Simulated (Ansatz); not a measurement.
# K3TeH: the cost of one run

Method: DFT PBE, scalar-relativistic, plane waves, PAW, in Ansatz 0.2.0.

1 further run of the same task is left out (it didn't finish).

## 1. The structure to begin with

The structure is tetragonal, space group P4/mmm (No. 123). Conventional cell: a = 5.335 Å, b = 5.335 Å, c = 6.429 Å, α = 90.00°, β = 90.00°, γ = 90.00°. K (site symmetry mmm) is surrounded by 2 Te at 2.67 Å and 2 H at 2.67 Å. K (site symmetry 4/mmm) is surrounded by 2 H at 3.21 Å. Te (site symmetry 4/mmm) is surrounded by 4 K at 2.67 Å. H (site symmetry 4/mmm) is surrounded by 6 K at 2.67 to 3.21 Å.

Coordinates:

```cif
data_structure
_symmetry_space_group_name_H-M 'P 1'
_symmetry_Int_Tables_number 1
_cell_length_a 5.3346
_cell_length_b 5.3346
_cell_length_c 6.4285
_cell_angle_alpha 90.000
_cell_angle_beta 90.000
_cell_angle_gamma 90.000
_cell_volume 182.94
loop_
_atom_site_label
_atom_site_type_symbol
_atom_site_fract_x
_atom_site_fract_y
_atom_site_fract_z
_atom_site_occupancy
K1 K 0.00000 0.50000 0.50000 1
K2 K 0.50000 0.00000 0.50000 1
K3 K 0.00000 0.00000 0.00000 1
Te1 Te 0.50000 0.50000 0.50000 1
H1 H 0.00000 0.00000 0.50000 1
```

The cell is invented: random cell by space group and Wyckoff sites (P4/mmm, No. 123). Lengths come from tabulated atomic sizes and are only a guess.

## 2. Probe: one point on a coarse mesh

Contents of input.yaml:

```yaml
crystal:
  lattice:
    - [5.3345815, 0.0, 0.0]
    - [0.0, 5.3345815, 0.0]
    - [0.0, 0.0, 6.42854187]
  atoms:
    - { symbol: K, position: [0.0, 0.5, 0.5] }
    - { symbol: K, position: [0.5, 0.0, 0.5] }
    - { symbol: K, position: [0.0, 0.0, 0.0] }
    - { symbol: Te, position: [0.5, 0.5, 0.5] }
    - { symbol: H, position: [0.0, 0.0, 0.5] }
basis:
  ecutwfc: 420
kpoints:
  mp_grid: { grid: [4, 4, 4] }
hamiltonian:
  xc: pbe
scf:
  occupations: { method: gaussian, width: 0.1 }
  lower_state_search: "off"
output:
  forces: true
  stress: true
  eigenvalues: true
```

Started as:

```bash
$ ansatz run input.yaml --threads 1 --pin off --max-ram 2560MiB --backend cpu --events-out ev --progress --plain --runs-dir out
```

**Question.** How long does this run take on 1 thread of Arm Neoverse V1, shared host, and how much memory does it need?

About 6.8 s, with a peak of 0.4 GiB.
